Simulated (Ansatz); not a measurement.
# C4H8F2O2Si2: basis-set convergence

An exercise on one series of results from a longer session: the logs are not shown, and one member is left open.

Program: Ansatz 0.2.0, Gaussian basis. Level of theory: one geometry, several basis sets. These are calculated values, not measurements.

The runs, in order: PBE0-D4/def2-SVP; ωB97M-V/def2-SVP; PBE0-D4/def2-QZVPP; ωB97M-V/def2-QZVPP; the functionals' def2-TZVPP values are taken from earlier runs.

### The relaxed structure

All runs share one geometry, relaxed beforehand with PBE0-D4 in a triple-zeta def2 set.

SMILES `CO[Si@H](F)C#C[Si@@H](F)OC`, 18 atoms, charge 0, spin multiplicity 1.

Atoms are counted from 1 here; the program's logs count them from 0.

Bond lengths: C1–O2 1.415 Å, C1–H11 1.093 Å, C1–H12 1.090 Å, C1–H13 1.094 Å, O2–Si3 1.615 Å, Si3–F4 1.593 Å, Si3–C5 1.827 Å, Si3–H14 1.469 Å, C5–C6 1.214 Å, C6–Si7 1.827 Å, Si7–F8 1.593 Å, Si7–O9 1.615 Å, Si7–H15 1.469 Å, O9–C10 1.415 Å, C10–H16 1.090 Å, C10–H17 1.094 Å, C10–H18 1.093 Å. Angles: O2–C1–H11 110.6°, O2–C1–H12 108.0°, O2–C1–H13 111.3°, H11–C1–H12 108.9°, H11–C1–H13 109.1°, H12–C1–H13 108.9°, C1–O2–Si3 126.7°, O2–Si3–F4 111.4°, O2–Si3–C5 110.3°, O2–Si3–H14 107.9°, F4–Si3–C5 106.1°, F4–Si3–H14 108.6°, C5–Si3–H14 112.6°, Si3–C5–C6 178.3°, C5–C6–Si7 178.3°, C6–Si7–F8 106.1°, C6–Si7–O9 110.3°, C6–Si7–H15 112.6° and more.

The first run:

in.yaml reads:

```yaml
crystal:
  periodic: [false, false, false]
  atoms:
    - {symbol: C, position_ang: [-0.232223, 1.165442, -3.295453]}
    - {symbol: O, position_ang: [1.029430, 0.544507, -3.140225]}
    - {symbol: Si, position_ang: [1.438673, -0.544360, -2.020596]}
    - {symbol: F, position_ang: [0.743188, -1.950409, -2.295382]}
    - {symbol: C, position_ang: [0.860296, -0.007121, -0.372849]}
    - {symbol: C, position_ang: [0.483025, 0.383438, 0.712810]}
    - {symbol: Si, position_ang: [-0.058203, 0.929839, 2.370141]}
    - {symbol: F, position_ang: [-1.389807, 1.773438, 2.143549]}
    - {symbol: O, position_ang: [-0.324386, -0.347174, 3.321522]}
    - {symbol: C, position_ang: [-1.044585, -1.517458, 2.985051]}
    - {symbol: H, position_ang: [-0.937565, 0.486171, -3.781140]}
    - {symbol: H, position_ang: [-0.098668, 2.045826, -3.924396]}
    - {symbol: H, position_ang: [-0.643076, 1.478122, -2.330587]}
    - {symbol: H, position_ang: [2.895794, -0.722636, -2.077072]}
    - {symbol: H, position_ang: [0.933209, 1.787091, 3.033759]}
    - {symbol: H, position_ang: [-0.794429, -2.287666, 3.714888]}
    - {symbol: H, position_ang: [-0.777250, -1.875396, 1.986089]}
    - {symbol: H, position_ang: [-2.120920, -1.330354, 3.021591]}
basis:
  gaussian: {orbitals: def2-SVP}
hamiltonian: {xc: pbe0, dispersion: d4}
output: {orbitals: {seedname: orbitals}}
```

Among the steps run: PBE0-D4 in def2-SVP; ωB97M-V in def2-SVP; PBE0-D4 in def2-QZVPP; ωB97M-V in def2-QZVPP.

One table of the session follows, with a row left open; its other results are not shown here.

It belongs to the step «Functionals by basis». 

```
functional       basis  HOMO (eV)
   PBE0-D4    def2-SVP      -8.62
   PBE0-D4  def2-TZVPP      -8.69
   PBE0-D4  def2-QZVPP          ?
   ωB97M-V    def2-SVP     -10.90
   ωB97M-V  def2-TZVPP     -10.98
   ωB97M-V  def2-QZVPP     -11.00
```

Q: Estimate the row for PBE0-D4, def2-QZVPP from the others.

As computed: HOMO (eV): -8.71. In the column «HOMO (eV)» it lies between ωB97M-V, def2-SVP (-10.90) and PBE0-D4, def2-TZVPP (-8.69).
